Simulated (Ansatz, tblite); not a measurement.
**TcO3(OH) (TcHO4): a ladder of methods and basis sets**

How do method and basis change the picture of TcO3(OH) (TcHO4) (singlet)?

Computed with Ansatz 0.2.0, Gaussian basis. Level: as each input shows.

The runs, in order: GFN1-xTB, GFN2-xTB, PBE-D4/def2-TZVP, r2SCAN-D4/def2-TZVP, r2SCANh-D4/def2-TZVP, LC-ωPBE/def2-TZVP, BLYP-D4/def2-TZVP, r2SCAN0-D4/def2-TZVP, B3LYP-D4/def2-TZVP, PBE-QIDH/def2-TZVP, CAM-B3LYP-D4/def2-TZVP, PBE-D4/def2-SVP, PBE0-D4/def2-SVP, PBE0-D4/def2-TZVPD, PBE-D4/def2-TZVPD, r2SCAN-D4/def2-TZVPD, CCSD(T)/def2-TZVPP, MP2/def2-TZVP, RPA/def2-TZVP.

5 further runs of the same task are left out: 5 set aside as unsound or not needed. Runs told in other sessions of the task aren't counted.

### Step 1. The geometry

The geometry is that of the singlet, from an earlier relaxation (PBE0-D4/def2-SVP).

6 atoms, charge 0, spin multiplicity 1.

Bond lengths: Tc1–O2 1.663 Å, Tc1–O3 1.660 Å, Tc1–O4 1.663 Å, Tc1–O5 1.845 Å, O5–H6 0.968 Å. Angles: O2–Tc1–O3 110.4°, O2–Tc1–O4 108.8°, O2–Tc1–O5 110.0°, O3–Tc1–O4 110.6°, O3–Tc1–O5 107.4°, O4–Tc1–O5 109.7°, Tc1–O5–H6 120.4°.

Coordinates:

```mol
HO4Tc
  3D, bonds by distance, orders not assigned

  6  5  0  0  0  0  0  0  0  0999 V2000
    0.2576    0.3194    0.1777 Tc  0  0
   -0.0174    0.1178    1.8050 O   0  0
    1.8805    0.5144   -0.1140 O   0  0
   -0.5953    1.6462   -0.3483 O   0  0
   -0.2939   -1.1798   -0.7446 O   0  0
   -1.2314   -1.4180   -0.7758 H   0  0
  1  2  8  0
  1  3  8  0
  1  4  8  0
  1  5  8  0
  5  6  8  0
M  END
```

Formally the metal is d0. Tc takes a core potential in the def2 sets. No spin-orbit coupling is included.

PBE0-D4/def2-TZVP was run before; its log isn't repeated, and its numbers join the tables.

### Step 2. GFN1-xTB

Tight binding, by tblite at 300 K electronic temperature and without a spin-polarisation term:

```python
tblite.interface.Calculator('GFN1-xTB', numbers, positions, charge=0, uhf=0).singlepoint()
```

Energy -587.4568 eV, HOMO -16.24 eV, LUMO -12.79 eV; 0.004 s.

### Step 3. GFN2-xTB

Tight binding, by tblite at 300 K electronic temperature and without a spin-polarisation term:

```python
tblite.interface.Calculator('GFN2-xTB', numbers, positions, charge=0, uhf=0).singlepoint()
```

Energy -529.9064 eV, HOMO -13.77 eV, LUMO -10.20 eV; 0.003 s.

### Step 4. PBE-D4/def2-TZVP

start.molden holds the orbitals of an earlier run on this state, given as this run's starting guess.

in.yaml

```yaml
crystal:
  periodic: [false, false, false]
  atoms:
    - {symbol: Tc, position_ang: [0.257599, 0.319387, 0.177721]}
    - {symbol: O, position_ang: [-0.017411, 0.117785, 1.805039]}
    - {symbol: O, position_ang: [1.880461, 0.514398, -0.113988]}
    - {symbol: O, position_ang: [-0.595302, 1.646209, -0.348343]}
    - {symbol: O, position_ang: [-0.293945, -1.179814, -0.744642]}
    - {symbol: H, position_ang: [-1.231402, -1.417966, -0.775787]}
basis:
  gaussian: {orbitals: def2-TZVP, initial_orbitals: start.molden}
hamiltonian: {xc: pbe, dispersion: d4}
scf: {omitted_lower_state_checks: [starts]}
output: {forces: true, orbitals: {seedname: orbitals}}
```

On the command line:

```
ansatz run in.yaml --threads 4 --pin off --events-out ev --progress --plain --max-ram 3916MiB
```

After this run come: r2SCAN-D4/def2-TZVP; r2SCANh-D4/def2-TZVP; LC-ωPBE/def2-TZVP; BLYP-D4/def2-TZVP; r2SCAN0-D4/def2-TZVP; B3LYP-D4/def2-TZVP; PBE-QIDH/def2-TZVP; CAM-B3LYP-D4/def2-TZVP; PBE-D4/def2-SVP; PBE0-D4/def2-SVP; PBE0-D4/def2-TZVPD; PBE-D4/def2-TZVPD; r2SCAN-D4/def2-TZVPD; CCSD(T)/def2-TZVPP; MP2/def2-TZVP; RPA/def2-TZVP.

Before running them: what should the planned runs give, taken together? Wanted: gap in def2-TZVP, named functionals, smallest and largest; correlation energy, CCSD(T)/def2-TZVPP; correlation energy, MP2/def2-TZVP; binding an atom, CCSD(T)/def2-TZVPP; PBE0 total energy, smallest basis above largest.

As calculated:

```
                                                 quantity                                  value
gap in def2-TZVP, named functionals, smallest and largest  3.93 eV (BLYP-D4), 11.17 eV (LC-ωPBE)
                   correlation energy, CCSD(T)/def2-TZVPP                              -46.12 eV
                        correlation energy, MP2/def2-TZVP                              -45.24 eV
                      binding an atom, CCSD(T)/def2-TZVPP                               4.120 eV
          PBE0 total energy, smallest basis above largest        10.90 eV (def2-SVP, def2-TZVPD)
```

What this shows: Orbital gaps of the named functionals in def2-TZVP span 3.93 eV (BLYP-D4) to 11.17 eV (LC-ωPBE); exact exchange widens it. The functionals in def2-TZVP miss CCSD(T)/def2-TZVPP by -0.194 (r2SCAN0-D4) to +0.699 eV (PBE-D4) an atom. The reference is CCSD(T) in one finite basis, so it carries an error of its own, often a tenth of an eV or more, and near misses can't be ranked.
